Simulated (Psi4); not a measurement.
# BH2Br (SMILES BBr): a chain of runs

Wanted: a structure relaxation (singlet BH2Br, wB97X-D/def2-SVP), then a single-point energy (doublet BH2Br+, U-wB97X-D/def2-SVP), then a structure relaxation (doublet BH2Br+, U-wB97X-D/def2-SVP), then the energy (singlet BH2Br, wB97X-D/def2-SVP) of BBrH2. 

Program for the calculation: Psi4 1.11.

### Step 1. The structure to begin with

BH2Br: 4 atoms, total charge 0, spin state singlet. As SMILES, `BBr`. All atoms were displaced at random from a relaxed shape. The run starts from this shape.

Bond lengths: B1–Br2 1.862 Å, B1–H3 1.163 Å, B1–H4 1.081 Å. Angles: Br2–B1–H3 112.1°, Br2–B1–H4 119.4°, H3–B1–H4 128.4°.

### Step 2. A structure relaxation at wB97X-D/def2-SVP (density fitting) (run 1)

Input file bbrh2.xyz:

```xyz
4
BBrH2
B     -0.143159     0.054808    -0.112222
Br     1.466372    -0.331970     0.740495
H     -0.996979    -0.662574     0.217261
H     -0.189746     0.878432    -0.810359
```

Input file run.py:

```python
import psi4

psi4.set_memory(1600000000)
psi4.set_num_threads(1)
psi4.core.set_output_file('bbrh2.out', False)

with open('bbrh2.xyz') as f:
    atoms = ''.join(f.readlines()[2:])
molecule = psi4.geometry('0 1\n' + atoms + 'symmetry c1')

psi4.set_options({
    'basis': 'def2-SVP',
    'reference': 'rks',
})

E = psi4.optimize("wb97x-d", molecule=molecule)
print('E =', round(E, 9))
print(molecule.to_string(dtype='xyz', units='Angstrom'))
```

On the command line:

```bash
python run.py
```

bbrh2.out:

```text
[...]
  Running in c1 symmetry.
[...]
  Nuclear repulsion =   69.212692058621286
[...]
  Multiplicity = 1
[...]
  Nalpha       = 21
  Nbeta        = 21
[...]
    Number of basis functions: 56
[...]
   @DF-RKS iter   1: -2599.68958452294919   -1.57107e+00   2.25476e-02 DIIS/ADIIS
[...]
   @DF-RKS iter   6: -2599.93602702862836    1.36424e-12   3.16185e-09 DIIS
[...]
  @DF-RKS Final Energy: -2599.93602702862836
   => Energetics <=
    Nuclear Repulsion Energy =             67.2835131737146810
    One-Electron Energy =               -3749.8994095555999593
    Two-Electron Energy =                1154.3424641170520317
    DFT Exchange-Correlation Energy =     -71.6621336347169944
    Empirical Dispersion Energy =          -0.0004611290777730
    VV10 Nonlocal Energy =                  0.0000000000000000
    Total Energy =                      -2599.9360270286279047
[...]
  -Total Gradient:
     Atom            X                  Y                   Z
    ------   -----------------  -----------------  -----------------
       1       -0.000107161706    -0.000026358342    -0.000002087647
       2       -0.000027417959     0.000024676907    -0.000031995930
       3       -0.000026645970     0.000011508649    -0.000022332396
       4        0.000000390790     0.000023833908    -0.000023860134
[...]
    Final optimized geometry and variables:
    Molecular point group: c1
    Full point group: C1
    Geometry (in Angstrom), charge = 0, multiplicity = 1:
    B           -1.421029214186     0.297279641292    -0.710023201072
    BR           0.247223744650    -0.051723819392     0.123532246458
    H           -2.353151203406    -0.404517887972    -0.425928758245
    H           -1.482774949409     1.207351184024    -1.491167201245
[...]
```

Standard output:

```text
Some dependencies such as QCElemental have not yet finished migration to pydantic v2. If issues are encountered please downgrade pydantic or upgrade QCElemental as appropriate
	Energy has increased in a minimization.
	Energy ratio indicates iffy step.
	Intrafrag trust radius decreased to   0.25.
	Previous geometry is closer to target in internal coordinates, so using that one.

	Best geometry has RMS(Delta(q)) = 2.06e-03

	Previous geometry is closer to target in internal coordinates, so using that one.

	Best geometry has RMS(Delta(q)) = 2.88e-07

Optimizer: Optimization complete!
E = -2599.936027029
4
0 1 BBrH2
B                    -1.421029214186     0.297279641292    -0.710023201072
Br                    0.247223744650    -0.051723819392     0.123532246458
H                    -2.353151203406    -0.404517887972    -0.425928758245
H                    -1.482774949409     1.207351184024    -1.491167201245
```

It took 17 s on 1 thread of Intel Xeon 6975P-C (Granite Rapids), shared host; peak memory 0.39 GiB.

Steps, from the record of the run:

```
step  energy from the first frame kept (eV)  largest force (eV/Å)
   0                                 0.0000                3.9383
   1                                -0.2661                0.5521
   2                                -0.2699                0.2575
   3                                -0.1784                1.3654
   4                                -0.2518                0.6084
   5                                -0.2723                0.0667
   6                                -0.2725                0.0126
   7                                -0.2725                0.0057
```

After the run. Bond lengths: B1–Br2 1.897 Å, B1–H3 1.201 Å, B1–H4 1.201 Å. Angles: Br2–B1–H3 118.1°, Br2–B1–H4 118.1°, H3–B1–H4 123.8°.

### Step 3. The doublet cation: a single-point energy at U-wB97X-D/def2-SVP (density fitting) (run 2)

Input file job.in:

```
memory 1600 mb

molecule {
  1 2
  B     -0.36384409     0.04018692    -0.17832967
  Br     2.78869719    -0.61933317     1.39686287
  H     -2.12529938    -1.28601721     0.35853207
  H     -0.48052712     1.75997375    -1.65447790
  units bohr
}

set globals {
  basis def2-SVP
  reference uks
}

result, w = energy("wb97x-d", return_wfn=True)
```

On the command line:

```bash
psi4 -i job.in -o job.out -n 1
```

job.out:

```text
[...]
  Running in c1 symmetry.
[...]
  Nuclear repulsion =   67.283506387946275
[...]
  Multiplicity = 2
[...]
  Nalpha       = 21
  Nbeta        = 20
[...]
    Number of basis functions: 56
[...]
   @DF-UKS iter   1: -2599.34546960608532   -1.29303e+00   2.14002e-02 ADIIS/DIIS
[...]
   @DF-UKS iter   9: -2599.53767506138911   -1.11817e-07   7.56309e-07 DIIS
[...]
   @S^2 Observed:                7.538370777E-01
[...]
  @DF-UKS Final Energy: -2599.53767506138911
   => Energetics <=
    Nuclear Repulsion Energy =             67.2835063879462751
    One-Electron Energy =               -3736.2673902167298365
    Two-Electron Energy =                1140.9232948169822066
    DFT Exchange-Correlation Energy =     -71.4766249203276089
    Empirical Dispersion Energy =          -0.0004611292601458
    VV10 Nonlocal Energy =                  0.0000000000000000
    Total Energy =                      -2599.5376750613891090
[...]
 Multipole Moments:
 ------------------------------------------------------------------------------------
     Multipole            Electronic (a.u.)      Nuclear  (a.u.)        Total (a.u.)
 ------------------------------------------------------------------------------------
 L = 1.  Multiply by 2.5417464519 to convert [e a0] to [Debye]
 Dipole X            :          3.2895346           -4.3241495           -1.0346149
 Dipole Y            :         -0.6884696            0.9049858            0.2165162
 Dipole Z            :          1.6440551           -2.1610598           -0.5170047
 Magnitude           :                                                    1.1766907
[...]
```

Wall time 3.6 s (1 thread of Intel Xeon 6975P-C (Granite Rapids), shared host); peak memory 0.35 GiB.

### Step 4. The doublet cation: a structure relaxation at U-wB97X-D/def2-SVP (density fitting) (run 3)

Input file job.py:

```python
import psi4

psi4.set_memory('1600 MB')
psi4.set_num_threads(1)
psi4.core.set_output_file('bbrh2.out', False)

mol = psi4.geometry("""
1 2
B
Br 1 1.897284
H 1 1.200867 2 118.10372
H 1 1.200929 3 123.83757 2 179.99325
units angstrom
symmetry c1
""")

psi4.set_options(dict(basis='def2-SVP', reference='uks'))

e = psi4.optimize("wb97x-d")
print(f'wb97x-d energy: {e:.10f} Eh')
print(mol.to_string(dtype='xyz', units='Angstrom'))
```

On the command line:

```bash
python job.py
```

bbrh2.out:

```text
[...]
  Running in c1 symmetry.
[...]
  Nuclear repulsion =   67.283504639662866
[...]
  Multiplicity = 2
[...]
  Nalpha       = 21
  Nbeta        = 20
[...]
    Number of basis functions: 56
[...]
   @DF-UKS iter   1: -2599.34546960970465   -1.29303e+00   2.14002e-02 ADIIS/DIIS
[...]
   @DF-UKS iter   9: -2599.53820321439161   -1.81899e-11   8.91665e-09 DIIS
[...]
   @S^2 Observed:                7.540621896E-01
[...]
  @DF-UKS Final Energy: -2599.53820321439161
   => Energetics <=
    Nuclear Repulsion Energy =             68.2111665844779935
    One-Electron Energy =               -3738.1306066539646054
    Two-Electron Energy =                1141.8588347708239326
    DFT Exchange-Correlation Energy =     -71.4771445791150910
    Empirical Dispersion Energy =          -0.0004533366135442
    VV10 Nonlocal Energy =                  0.0000000000000000
    Total Energy =                      -2599.5382032143911601
[...]
  -Total Gradient:
     Atom            X                  Y                   Z
    ------   -----------------  -----------------  -----------------
       1       -0.000003776048     0.000006741460    -0.000143123028
       2        0.000000862580    -0.000002811220    -0.000018794763
       3        0.000001419551     0.000008334754    -0.000010686610
       4        0.000001393442    -0.000012077382    -0.000008131639
[...]
    Final optimized geometry and variables:
    Molecular point group: c1
    Full point group: C1
    Geometry (in Angstrom), charge = 1, multiplicity = 2:
    B
    BR            1    1.865161
    H             1    1.214809      2  117.432129
    H             1    1.214843      3  125.160179      2 -179.995360
[...]
```

Standard output:

```text
Some dependencies such as QCElemental have not yet finished migration to pydantic v2. If issues are encountered please downgrade pydantic or upgrade QCElemental as appropriate
	Previous geometry is closer to target in internal coordinates, so using that one.

	Best geometry has RMS(Delta(q)) = 1.54e-03

	Energy has increased in a minimization.
	Energy ratio indicates iffy step.
	Intrafrag trust radius decreased to   0.25.
Optimizer: Optimization complete!
wb97x-d energy: -2599.5382032144 Eh
4
1 2 BBrH2
B                    -0.000000881685     0.000002945026    -1.588672103794
Br                   -0.000000881685     0.000002945026     0.276488506951
H                    -0.000000881685     1.078215409425    -2.148331658801
H                     0.000079553958    -1.078478192416    -2.147887315768
```

It took 19 s on 1 thread of Intel Xeon 6975P-C (Granite Rapids), shared host; peak memory 0.39 GiB.

Steps, from the record of the run:

```
step  energy from the first frame kept (eV)  largest force (eV/Å)
   0                                 0.0000                0.5893
   1                                -0.0140                0.0997
   2                                -0.0143                0.0366
   3                                -0.0074                0.2976
   4                                -0.0144                0.0113
   5                                -0.0144                0.0074
```

After the run. Bond lengths: B1–Br2 1.865 Å, B1–H3 1.215 Å, B1–H4 1.215 Å. Angles: Br2–B1–H3 117.4°, Br2–B1–H4 117.4°, H3–B1–H4 125.2°.

### Step 5. The energy at wB97X-D/def2-SVP (density fitting) (run 4)

Input file job.py:

```python
import psi4

psi4.set_memory('1600 MB')
psi4.set_num_threads(1)
psi4.core.set_output_file('output.dat', False)

mol = psi4.geometry("""
B     -0.168405     0.016218    -0.082313
Br     1.471602    -0.326876     0.737129
H     -1.102993    -0.701091     0.213951
H     -0.217535     0.939598    -0.870222
""")

psi4.set_options({
    'reference': 'rks',
})

E, wfn = psi4.energy("wb97x-d/def2-SVP", molecule=mol, return_wfn=True)
print(f'total energy {E:.8f} hartree = {E * 27.211386:.5f} eV')
for k, v in sorted(psi4.core.scalar_variables().items()):
    print(f'{k:45s} {v:18.10f}')
```

On the command line:

```bash
python job.py
```

output.dat:

```text
[...]
  Running in c1 symmetry.
[...]
  Nuclear repulsion =   68.211186899196022
[...]
  Multiplicity = 1
[...]
  Nalpha       = 21
  Nbeta        = 21
[...]
    Number of basis functions: 56
[...]
   @DF-RKS iter   1: -2599.69710846832231   -1.61297e+00   2.26032e-02 ADIIS/DIIS
[...]
   @DF-RKS iter   8: -2599.93538178501058   -3.51602e-08   3.44356e-07 DIIS
[...]
  @DF-RKS Final Energy: -2599.93538178501058
   => Energetics <=
    Nuclear Repulsion Energy =             68.2111868991960222
    One-Electron Energy =               -3751.6962871684736456
    Two-Electron Energy =                1155.2139322577811527
    DFT Exchange-Correlation Energy =     -71.6637604372098878
    Empirical Dispersion Energy =          -0.0004533363045694
    VV10 Nonlocal Energy =                  0.0000000000000000
    Total Energy =                      -2599.9353817850105770
[...]
 Multipole Moments:
 ------------------------------------------------------------------------------------
     Multipole            Electronic (a.u.)      Nuclear  (a.u.)        Total (a.u.)
 ------------------------------------------------------------------------------------
 L = 1.  Multiply by 2.5417464519 to convert [e a0] to [Debye]
 Dipole X            :          4.1057699           -4.2577447           -0.1519747
 Dipole Y            :         -0.8592728            0.8910118            0.0317390
 Dipole Z            :          2.0516290           -2.1275398           -0.0759108
 Magnitude           :                                                    0.1728182
[...]
```

On the terminal:

```text
total energy -2599.93538179 hartree = -70747.84525 eV
CURRENT ENERGY                                  -2599.9353817850
CURRENT REFERENCE ENERGY                        -2599.9353817850
DD SOLVATION ENERGY                                 0.0000000000
DFT FUNCTIONAL TOTAL ENERGY                     -2599.9349284487
DFT TOTAL ENERGY                                -2599.9353817850
DFT VV10 ENERGY                                     0.0000000000
DFT XC ENERGY                                     -71.6637604372
DISPERSION CORRECTION ENERGY                       -0.0004533363
GRID ELECTRONS ALPHA                               20.9999990514
GRID ELECTRONS BETA                                20.9999990514
GRID ELECTRONS TOTAL                               41.9999981029
NUCLEAR REPULSION ENERGY                           68.2111868992
ONE-ELECTRON ENERGY                             -3751.6962871685
PCM POLARIZATION ENERGY                             0.0000000000
PE ENERGY                                           0.0000000000
SCF ITERATION ENERGY                            -2599.9353817850
SCF ITERATIONS                                      8.0000000000
SCF TOTAL ENERGY                                -2599.9353817850
TWO-ELECTRON ENERGY                              1155.2139322578
WB97X-D DISPERSION CORRECTION ENERGY               -0.0004533363
XC GRID RADIAL POINTS                              75.0000000000
XC GRID SPHERICAL POINTS                          302.0000000000
XC GRID TOTAL POINTS                            86118.0000000000
```

Run time: 2.5 s. Hardware: 1 thread of Intel Xeon 6975P-C (Granite Rapids), shared host; peak memory 0.35 GiB.

### Step 6. Results

| quantity | value |
| --- | --- |
| run 1, wB97X-D/def2-SVP: total energy at the end | -2599.93603 Eh |
| run 1, wB97X-D/def2-SVP: dipole moment | 0.58 D |
| run 1, wB97X-D/def2-SVP: HOMO energy | -10.00 eV |
| run 1, wB97X-D/def2-SVP: LUMO energy | 0.00 eV |
| run 1, wB97X-D/def2-SVP: HOMO–LUMO gap | 10.00 eV |
| run 1, wB97X-D/def2-SVP: dispersion energy | -1.21 kJ/mol |
| doublet cation, run 2: total energy | -2599.53768 Eh |
| doublet cation, run 2: HOMO energy (highest over α and β) | -18.67 eV |
| doublet cation, run 2: LUMO energy (lowest over α and β) | -11.71 eV |
| doublet cation, run 2: dispersion energy | -1.21 kJ/mol |
| doublet cation, run 2: ⟨S²⟩ | 0.754 |
| doublet cation, run 3: total energy at the end | -2599.53820 Eh |
| doublet cation, run 3: HOMO energy (highest over α and β) | -18.61 eV |
| doublet cation, run 3: LUMO energy (lowest over α and β) | -11.67 eV |
| doublet cation, run 3: dispersion energy | -1.19 kJ/mol |
| doublet cation, run 3: ⟨S²⟩ | 0.754 |
| run 4, wB97X-D/def2-SVP: total energy | -2599.93538 Eh |
| run 4, wB97X-D/def2-SVP: dipole moment | 0.44 D |
| run 4, wB97X-D/def2-SVP: HOMO energy | -9.97 eV |
| run 4, wB97X-D/def2-SVP: LUMO energy | 0.06 eV |
| run 4, wB97X-D/def2-SVP: HOMO–LUMO gap | 10.03 eV |
| run 4, wB97X-D/def2-SVP: dispersion energy | -1.19 kJ/mol |
| adiabatic ionisation energy (to the doublet cation, no zero-point term) | 10.825 eV |

**Reading.** The adiabatic ionisation energy (to the doublet cation, no zero-point term) is 10.83 eV (1044 kJ/mol). The optimisation (run 1, wB97X-D/def2-SVP) took 8 steps and changed the energy by -0.273 eV. The optimisation (doublet cation, run 3) took 6 steps and changed the energy by -0.014 eV.
